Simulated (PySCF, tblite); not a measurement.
# C7H10SSi: geometry, infrared bands and NMR shifts

What infrared bands and NMR shifts should C7H10SSi (`C#CC1=CSC[SiH2][C@H]1C`) show?

Computed with tblite 0.8.0 and PySCF 2.14.0, with density-fitted response routines of our own, on a single molecule in the gas phase. Atoms count from 0, in the outputs and in this text.

### 1 The starting structure

19 atoms, charge 0, multiplicity 1; geometry from: force field or distance geometry start.

Bonds of the start (Å): C0–C1 1.22, C1–C2 1.43, C2–C3 1.35, C3–S4 1.79, S4–C5 1.80, C5–Si6 1.87, Si6–C7 1.86, C7–C8 1.50, C7–C2 1.50, C0–H9 1.06, C3–H10 1.08, C5–H11 1.11, C5–H12 1.10, Si6–H13 1.45, Si6–H14 1.47, C7–H15 1.13, C8–H16 1.09, C8–H17 1.13, C8–H18 1.10.

### 2 Geometry optimisation with GFN2-xTB

Job settings and geometry (Å):

```
{"job": {"kind": "relax", "xc": "GFN2-xTB", "basis": "xTB"}, "charge": 0, "multiplicity": 1}
C      2.907600    -2.181500    -0.295400
C      1.929900    -1.451000    -0.398400
C      0.800800    -0.579000    -0.480500
C      0.760400     0.269300    -1.531500
S     -0.648800     1.370000    -1.665100
C     -0.763100     2.293700    -0.126700
Si    -0.338700     1.114500     1.259500
C     -0.298400    -0.594900     0.534300
C     -1.616200    -1.078900     0.001700
H      3.741200    -2.835400    -0.214900
H      1.558300     0.272100    -2.258000
H     -1.799500     2.653600     0.062300
H     -0.073200     3.141800    -0.048400
H     -1.214300     1.235300     2.411300
H      1.038700     1.421900     1.672700
H      0.001900    -1.345100     1.318600
H     -2.195200    -0.345100    -0.568500
H     -2.261900    -1.343700     0.893100
H     -1.539000    -2.008600    -0.573500
```

Launch:

```bash
OMP_NUM_THREADS=1 python probes_run.py task.json out
```

This one command runs all jobs of the session in turn.

**Question.** This job is followed by: GFN2-xTB harmonic vibrations, gas phase; GIAO PBE0/pcSseg-1 NMR shielding, non-relativistic, gas phase. Predict these results of the whole session: strongest single infrared mode (GFN2-xTB); zero-point energy (GFN2-xTB); ¹³C shifts against TMS (PBE0/pcSseg-1); ¹H shifts against TMS (PBE0/pcSseg-1, means over atoms taken as alike); ³³S shifts against CS2 (PBE0/pcSseg-1); ²⁹Si shifts against TMS (PBE0/pcSseg-1).

**Answer**, as computed:

| quantity | value |
| --- | --- |
| strongest single infrared mode (GFN2-xTB) | 2266 cm⁻¹, 410 km/mol |
| zero-point energy (GFN2-xTB) | 88.1 kcal/mol |
| ¹³C shifts against TMS (PBE0/pcSseg-1) | 140.8, 121.2, 91.1, 83.0, 20.3, 19.8, 8.7 ppm |
| ¹H shifts against TMS (PBE0/pcSseg-1, means over atoms taken as alike) | 6.51, 4.24, 4.04, 2.64, 2.42, 1.87, 1.84, 1.26 ppm |
| ³³S shifts against CS2 (PBE0/pcSseg-1) | 39 ppm |
| ²⁹Si shifts against TMS (PBE0/pcSseg-1) | -54.5 ppm |

Relaxing lowered the energy by 0.614 eV in 140 steps; the close pair that moved most is C3–S4, from 1.793 to 1.741 Å. All 51 modes are real, so the xTB geometry is a minimum. The strongest single mode, at 2266 cm⁻¹, moves mainly H13. Unscaled tight-binding wavenumbers are off by several per cent, some by more. Its intensities can rank the bands wrongly. The most deshielded hydrogen is H10 (hydrogen on an alkene CH), at 6.51 ppm: olefinic region. At PBE0/pcSseg-1: The largest span, 314 ppm, is at C1, where the paramagnetic term is -154 ppm.
